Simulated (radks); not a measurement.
**Nb⁺ in [Kr] 4d4: an all-electron calculation**

The task here is to estimate one member of a computed series from the others.

Program: radks (a radial shooting solver on a logarithmic mesh, Libxc functionals) version 1. Level of theory: scalar-relativistic Kohn-Sham, r2SCAN, spin-polarised, spherical densities, finite nucleus; open shells are filled with parallel spins first. These are calculated values, not measurements, unless marked.

## Starting point

```
element            : niobium (Z = 41)
charge             : +1
electrons          : 40
configuration      : [Kr] 4d4
nuclear rms radius : 4.324 fm
```

Outer shells as boxes (Hund's rule):

Nb⁺
```
[Kr] core
4d [↑ ][↑ ][↑ ][↑ ][  ]
```

The first run:

The run's settings:

```text
Z 41
configuration [Kr] 4d4
relativity scalar-relativistic
functional r2scan,r2scan
spin polarised
nucleus finite rms 4.324 fm
c 137.035999084
```

Launch:

```bash
python run_ks.py task.json out
```

This one command runs every case of the session in turn.

One of the session's tables, all rows but one given; the rest of the session is left out.

It belongs to the step «Radial structure». Sizes of the orbitals, from the radial functions (bohr):

```
  level      <r>  outermost maximum (interpolated)  90 % within  nodes
1s down  0.03610                            0.0235       0.0647      0
  1s up  0.03610                            0.0235       0.0647      0
  2s up   0.1579                             0.133        0.244      1
2s down   0.1579                             0.133        0.244      1
  2p up   0.1377                             0.106        0.224      0
2p down   0.1377                             0.106        0.224      0
  3s up   0.4421                             0.395        0.653      2
3s down   0.4422                             0.395        0.653      2
  3p up   0.4451                             0.389        0.673      1
3p down   0.4452                             0.389        0.673      1
  3d up   0.4330                             0.335        0.693      0
3d down        ?                                 ?            ?      ?
  4s up    1.171                              1.04         1.71      3
4s down    1.159                              1.03         1.69      3
  4p up    1.316                              1.13         1.96      2
4p down    1.296                              1.12         1.93      2
  4d up    2.012                              1.50         3.24      1
```

Estimate the missing values for 3d down.

The run gave: <r>: 0.4330; outermost maximum (interpolated): 0.336; 90 % within: 0.693; nodes: 0.

To keep in mind: Open shells are spherical and high-spin; term and fine-structure splittings are not resolved.
